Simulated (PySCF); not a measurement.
# CH6Cl2GaN: the cost of one run

The runs use PySCF 2.14.0, with density-fitted response routines of our own; the level of theory stands in each step. All values are computed, except where a source is named. Atoms count from 0, in the outputs and in this text.

### 1 Starting geometry

11 atoms, charge 0, multiplicity 1; geometry from: GFN2-xTB. The atoms were then displaced at random by about 0.01 Å, so the start is not that level's minimum.

Bonds of the start (Å): C0–Ga1 2.06, Ga1–N2 2.30, Ga1–Cl3 2.12, Ga1–Cl4 2.10, C0–H5 1.07, C0–H6 1.09, C0–H7 1.08, N2–H8 1.01, N2–H9 1.03, N2–H10 1.00.

### 2 Geometry optimisation at PBE0-D3(BJ)/def2-SVP

Job settings and geometry (Å):

```
{"job": {"xc": "PBE0", "basis": "def2-SVP", "d3": "d3bj", "grid": 1, "shake": 0.01, "kind": "geom"}, "charge": 0, "multiplicity": 1}
C      1.649120    -0.569470     0.387870
Ga     0.230510     0.912950     0.161480
N     -1.587290    -0.336220    -0.478320
Cl     0.305370     2.155910    -1.552350
Cl    -0.669050     1.766170     1.860870
H      1.312430    -1.255960     1.141780
H      2.597700    -0.128310     0.696910
H      1.803210    -1.063510    -0.564170
H     -2.334070     0.329690    -0.588230
H     -1.849570    -1.004950     0.253890
H     -1.420240    -0.832130    -1.335400
```

Run with:

```console
OMP_NUM_THREADS=1 python probes_run.py task.json out
```

This one command runs all jobs of the session in turn.

Q: Estimate the wall time and peak memory of this first job on 1 thread of AMD EPYC 7R43, shared host.

About 29 s, with a peak of 0.53 GiB.
